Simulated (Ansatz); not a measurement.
# Rb2NaScF6: relaxing cell and atoms

The start is Rb2NaScF6, a structure type of another compound, with these elements put in. Where does it settle when we relax cell and atoms, and what is it like there?

Method: DFT, r2SCAN, no spin polarisation, plane waves, PAW, in Ansatz 0.2.0.

### 1 Geometry

Symmetry: Fm-3m, No. 225, cubic system. Conventional cell: a = 8.569 Å, b = 8.569 Å, c = 8.569 Å, α = 90.00°, β = 90.00°, γ = 90.00°. Rb (site symmetry -43m) has 12 F at 3.03 Å as nearest neighbours. Sc (site symmetry m-3m) has 6 F at 2.01 Å as nearest neighbours. F (site symmetry 4mm) is surrounded by 1 Sc at 2.01 Å and 1 Na at 2.28 Å. Na (site symmetry m-3m) has 6 F at 2.28 Å as nearest neighbours.

Its coordinates follow in the input file.

The first density is read from a saved solution for the starting cell.

### 2 The walk to rest

The input, input.yaml:

```yaml
crystal:
  lattice:
    - [0.0, 4.284649, 4.284649]
    - [4.284649, 0.0, 4.284649]
    - [4.284649, 4.284649, 0.0]
  atoms:
    - { symbol: Rb, position: [0.25, 0.25, 0.25] }
    - { symbol: Rb, position: [0.75, 0.75, 0.75] }
    - { symbol: Sc, position: [0.0, 0.0, 0.0] }
    - { symbol: F, position: [0.7658, 0.2342, 0.2342] }
    - { symbol: F, position: [0.2342, 0.7658, 0.2342] }
    - { symbol: F, position: [0.2342, 0.7658, 0.7658] }
    - { symbol: F, position: [0.7658, 0.2342, 0.7658] }
    - { symbol: F, position: [0.2342, 0.2342, 0.7658] }
    - { symbol: F, position: [0.7658, 0.7658, 0.2342] }
    - { symbol: Na, position: [0.5, 0.5, 0.5] }
  symmetry: { tolerance: 0.0003 }
kpoints:
  mp_grid: { grid: [5, 5, 5], shift: [0, 0, 0] }
magnetization:
  spin_polarized: false
scf:
  occupations: { method: fermi_dirac }
  lower_state_search: "off"
hamiltonian:
  pseudopotentials: { kind: paw }
  xc: r2scan
basis:
  ecutwfc: 500
  fft_grid_basis: typed
relax:
  max_steps: 60
  cell: { p_target: 0.0 }
  f_tol: 0.03
output:
  forces: true
  stress: true
  eigenvalues: true
  bader: true
  populations: true
  elf: true
  write_potential: true
  volumetric_format: npy
  dos:
    e_range: [-12, 8]
    de: 0.05
    projected: { site_lists: { F: [F], Na: [Na], Rb: [Rb], Sc: [Sc] } }
checkpoint:
  read: saved_state
```

Run with:

```console
> ansatz run input.yaml --threads 2 --pin off --max-ram 3584MiB --backend cpu --events-out ev --progress --plain --runs-dir out
```

Before running it: what results should come out? Wanted: moves; energy gained; largest move; cell; volume; pressure at the end; gap; Bader charges.

The runs gave:

| quantity | value |
| --- | --- |
| moves | 2 |
| energy gained | 0.5 meV/atom |
| largest move | 0.01 Å (F) |
| space group (0.01 Å), before / after | Fm-3m / Fm-3m |
| cell | a = 6.061 Å, b = 6.061 Å, c = 6.061 Å, α = 60.00°, β = 60.00°, γ = 60.00° |
| volume | 15.75 Å³/atom (+0.1 %) |
| pressure at the end | -0.02 GPa |
| gap (mesh) | 7.82 eV, direct |
| Bader charges | Rb +0.91, Sc +2.22, F -0.82, Na +0.90 e |

In words: The volume grew by 0.1 %, and the largest move of an atom is 0.01 Å apart from the change of the cell. With 48 symmetry operations imposed, the end may be a saddle point towards distortions that break them. There is a gap of 7.82 eV, direct at the points sampled; within 0.7 eV of the edges the states project mainly on F p (99 %) below and Sc d (87 %) above. A semilocal functional usually gives too small a gap. By Bader's partition Sc gives up most (+2.22 e) and F takes most (-0.82 e). At the density minimum between F and Na (2.27 Å) the ELF is 0.02 and the density 0.14 e/Å³, a closed-shell (ionic or weak) contact.
